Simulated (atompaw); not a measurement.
**A PAW (atompaw) potential for Ru, from input to tests**

Task: generate the file, and judge it by its logarithmic derivatives, its ghosts and its cutoff.

The numbers are computed with atompaw 4.2.0.5 (PBE, scalar-relativistic, spin-unpolarised reference atom).

## Step 1: Settings

Typed settings, in words:

```json
{"element": "ruthenium (Ru, Z = 44)", "type": "PAW", "frozen core": "[Kr]", "valence charge": "8", "reference configuration": "4d7 5s1 5p0", "partial waves": "5s (bound): rc 2.40 bohr; 5s channel at 0.3 Ry: rc 3.00 bohr; 5p (bound, empty): rc 3.00 bohr; 5p channel at 0.3 Ry: rc 3.00 bohr; 4d (bound): rc 0.35 bohr; 4d channel at 0.9 Ry: rc 3.00 bohr", "local potential": "troulliermartins scheme with l = 3 at 0 Ry, radius 2.60 bohr", "core correction": "smooth core density matched at 2.90 bohr", "augmentation charge": "besselshape compensation charge, radius 3.00 bohr; PAW radius 3.00 bohr; waves and projectors: custom rrkj vanderbiltortho"}
```

The outer shells as boxes (Hund's rule for the drawing; the calculation is spin-unpolarised):

```
[Kr] core
4d [↑↓][↑↓][↑ ][↑ ][↑ ]
5s [↑ ]
5p [  ][  ][  ]
```

An earlier all-electron run gives the scale for the radii.

All-electron outer shells of the reference configuration (PBE, scalar-relativistic, ld1.x):

```tsv
shell	level (eV)	outermost node (bohr)	outermost maximum (bohr)
4s	-76.37	0.48	0.92
4p	-46.42	0.49	0.98
4d	-5.20	0.48	1.21
5s	-4.24	1.24	2.73
5p	-0.91	1.41	3.97
```

## Step 2: Generating the potential

Contents of Ru.input:

```
Ru 44
GGA-PBE scalarrelativistic loggrid 1500 logderivrange -2 5 176
5 5 4 0 0 0
5 0 1
5 1 0
4 2 7
0 0 0
c
c
c
c
v
c
c
c
v
c
v
2
3.00 3.00 2.60 2.90
y
0.3
n
y
0.3
n
y
0.9
n
custom rrkj vanderbiltortho besselshape
3 0 troulliermartins
2.40
3.00
3.00
3.00
0.35
3.00
PWSCFOUT
UPFDX 0.0125d0 UPFXMIN -7.d0 UPFZMESH 44.d0
END
```

Started as:

```bash
$ atompaw < Ru.input > Ru.log
```

**Question.** What will these runs give? Wanted: cutoffs; bound ghosts; largest phase difference near zero energy, channels read; lowest eigenvalue of the overlap; share of valence orbitals outside the PAW sphere; UPF file.

The runs gave:

```
                                                quantity                     value
                                                 cutoffs            not determined
                                            bound ghosts            not determined
largest phase difference near zero energy, channels read                 0.032 rad
         lowest eigenvalue of the overlap (Bessel basis)                 0.003 (s)
        share of valence orbitals outside the PAW sphere  5s 55 %, 5p 86 %, 4d 8 %
                                                UPF file                   written
```

What this shows: The overlap operator is nearly singular (0.003). Even at 400 Ry an occupied level stays 228 mRy from its reference, so no cutoffs are read. The basis also finds an s level at -18.02 Ry, below the valence levels, which may be a ghost. Ghosts could not be judged. Near zero energy the largest phase difference among the channels read is 0.03 rad, in the d channel (at the energies tabulated). In the d channel the atom's pole at 3.92 Ry sits lower, at 1.52 Ry, in the pseudo curve.
